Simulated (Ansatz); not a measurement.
# CH8InNSiTe: basis-set convergence

One table from this session's results is given with a row withheld; the runs are named, their logs left out.

Method: one geometry, several basis sets; program: Ansatz 0.2.0, Gaussian basis.

Levels to be run: PBE0-D4/def2-SVP; ωB97M-V/def2-SVP; PBE0-D4/def2-QZVPP; ωB97M-V/def2-QZVPP; the functionals' def2-TZVPP values are taken from earlier runs.

1 further run of the same task is left out (for a known fault of the program).

### The geometry

The geometry comes from an earlier relaxation with PBE0-D4 in a triple-zeta def2 set; it is a stationary point, not always the lowest conformer. In, Te take the def2 core potential; no spin-orbit term is included.

SMILES `[CH3][In]([NH2])[SiH2][TeH]`, 13 atoms, charge 0, spin multiplicity 1.

Atoms are counted from 1 here; the program's logs count them from 0.

Bond lengths: C1–In2 2.148 Å, C1–H6 1.090 Å, C1–H7 1.091 Å, C1–H8 1.091 Å, In2–N3 2.014 Å, In2–Si4 2.565 Å, N3–H9 1.007 Å, N3–H10 1.007 Å, Si4–Te5 2.511 Å, Si4–H11 1.491 Å, Si4–H12 1.491 Å, Te5–H13 1.658 Å. Angles: In2–C1–H6 110.1°, In2–C1–H7 110.3°, In2–C1–H8 110.0°, H6–C1–H7 109.2°, H6–C1–H8 109.1°, H7–C1–H8 108.2°, C1–In2–N3 116.3°, C1–In2–Si4 132.8°, N3–In2–Si4 110.8°, In2–N3–H9 124.5°, In2–N3–H10 122.4°, H9–N3–H10 111.1°, In2–Si4–Te5 109.8°, In2–Si4–H11 114.0°, In2–Si4–H12 112.1°, Te5–Si4–H11 110.4°, Te5–Si4–H12 103.7°, H11–Si4–H12 106.3° and more.

Set-up of the first run:

The input, in.yaml:

```yaml
crystal:
  periodic: [false, false, false]
  atoms:
    - {symbol: C, position_ang: [-1.986793, 0.163124, 1.690938]}
    - {symbol: In, position_ang: [-0.429456, 0.133535, 0.212141]}
    - {symbol: N, position_ang: [0.229904, 1.926452, -0.426430]}
    - {symbol: Si, position_ang: [0.893090, -1.768382, -0.889196]}
    - {symbol: Te, position_ang: [2.848802, -0.825838, -2.151388]}
    - {symbol: H, position_ang: [-2.221633, 1.191432, 1.966922]}
    - {symbol: H, position_ang: [-1.673716, -0.384432, 2.580913]}
    - {symbol: H, position_ang: [-2.885211, -0.313641, 1.295726]}
    - {symbol: H, position_ang: [-0.203587, 2.806697, -0.200100]}
    - {symbol: H, position_ang: [0.864451, 2.022998, -1.202883]}
    - {symbol: H, position_ang: [1.347621, -2.820709, 0.063666]}
    - {symbol: H, position_ang: [0.100863, -2.468872, -1.939657]}
    - {symbol: H, position_ang: [3.115676, 0.337627, -1.000643]}
basis:
  gaussian: {orbitals: def2-SVP}
hamiltonian: {xc: pbe0, dispersion: d4}
output: {orbitals: {seedname: orbitals}}
```

The run is started by

```bash
> ansatz run in.yaml --threads 2 --pin off --events-out ev --progress --plain --max-ram 32768MiB --backend cpu
```

Steps of the session up to this table: PBE0-D4 in def2-SVP; ωB97M-V in def2-SVP; PBE0-D4 in def2-QZVPP; ωB97M-V in def2-QZVPP.

One table of the session follows, with a row left open; its other results are not shown here.

| functional | basis | HOMO (eV) |
| --- | --- | --- |
| PBE0-D4 | def2-SVP | -6.16 |
| PBE0-D4 | def2-TZVPP | ? |
| PBE0-D4 | def2-QZVPP | -6.28 |
| ωB97M-V | def2-SVP | -8.17 |
| ωB97M-V | def2-TZVPP | -8.30 |
| ωB97M-V | def2-QZVPP | -8.32 |

Estimate the missing values for PBE0-D4, def2-TZVPP.

**Answer.** HOMO (eV): -6.26. In the column «HOMO (eV)» it lies between PBE0-D4, def2-QZVPP (-6.28) and PBE0-D4, def2-SVP (-6.16).
